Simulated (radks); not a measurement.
**Ce⁺ in [Xe] 4f1 6p2: an all-electron calculation**

Aim: the levels, the sizes of the orbitals and the parts of the energy of the cerium ion Ce+.

The numbers are computed with radks (a radial shooting solver on a logarithmic mesh, Libxc functionals) version 1 (Dirac Kohn-Sham, PBE, spin-unpolarised, spherical densities, finite nucleus; open shells are shared between the two j in proportion to 2j + 1), except any that are marked as measured or tabulated.

## Step 1: The atom as given

| Property | Result |
| --- | --- |
| element | cerium (Z = 58) |
| charge | +1 |
| electrons | 57 |
| configuration | [Xe] 4f1 6p2 |
| nuclear rms radius | 4.8771 fm |

Outer shells as boxes (Hund's rule):

Ce⁺
```
[Xe] core
4f [↑ ][  ][  ][  ][  ][  ][  ]
6p [↑ ][↑ ][  ]
```

## Step 2: The run

Settings of this run:

```text
Z 58
configuration [Xe] 4f1 6p2
relativity Dirac
functional pbe,pbe
spin unpolarised
j_filling average
nucleus finite rms 4.8771 fm
c 137.035999084
```

The run is started by

```bash
> python run_ks.py task.json out
```

All runs below come from this command, one after another.

**Question.** What will this run give?

The runs gave:

| quantity | value |
| --- | --- |
| total energy | -8864.2843 hartree |
| exchange-correlation share of it | 2.37 % |
| −T/E | 1.0728 |
| highest occupied level | 6p3/2, -6.991 eV |
| most extended occupied level | 6p3/2, <r> = 4.67 bohr |
| radius at density 0.001 e/bohr³ | 5.54 bohr |
| maxima of the radial density | 4 |

What this shows: The radial density shows 4 maxima for 6 occupied principal shells; where shells overlap, one shows as a shoulder or not at all. −T/E is 1.073: with relativity the kinetic term as defined here no longer equals −E. This is not the tabulated ground configuration, so its levels and sizes aren't those of the ground state, and no measured value stands beside it.
